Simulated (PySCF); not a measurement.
Runs of PySCF 2.14.0 on OSiSH2. The cell holds a molecule in a box, 5 atoms: a = 12.000 Å, b = 12.000 Å, c = 10.000 Å, α = 90.00°, β = 90.00°, γ = 90.00°. 

```tsv
task	level	conv_tol	exxdiv	grid for exchange and correlation	frozen core bands	three-body dispersion term	gap on the mesh (eV)
atomic charges	r2SCAN50	1e-07 Ha	ewald	Becke, atom-centred	-	-	(a)
atomic charges	PBE50	1e-07 Ha	ewald	Becke, atom-centred	-	-	7.38
excitation energies (Tamm-Dancoff)	PBE0	1e-08 Ha	ewald	Becke, atom-centred	11	-	5.47
atomic charges	PBE0+D3	1e-07 Ha	ewald	Becke, atom-centred	-	no	5.47
atomic charges	M06+D3	1e-07 Ha	ewald	Becke, atom-centred	-	no	5.52
CCSD(T) correlation energy	HF	1e-08 Ha	ewald	-	11	-	11.13
```

Alike in all rows: potentials or basis cc-pvdz (all-electron); no spin polarisation; cell as given; k mesh 1 × 1 × 1; smearing fixed.

Question: Estimate the missing entries.

Answer: (a) 7.42.

Caveats: this is a molecule in a periodic box at the Γ point, so its band gap is the HOMO-LUMO gap; the basis of atomic orbitals isn't converged, which shifts pressures, moduli and gaps; the basis is small and the box finite, so much correlation energy is missing and levels can be off by tenths of an eV (some runs); the iterative solver can pass over a root and still report convergence (some runs).

A k mesh can miss the band edges.

Not every run made on this cell is shown here.
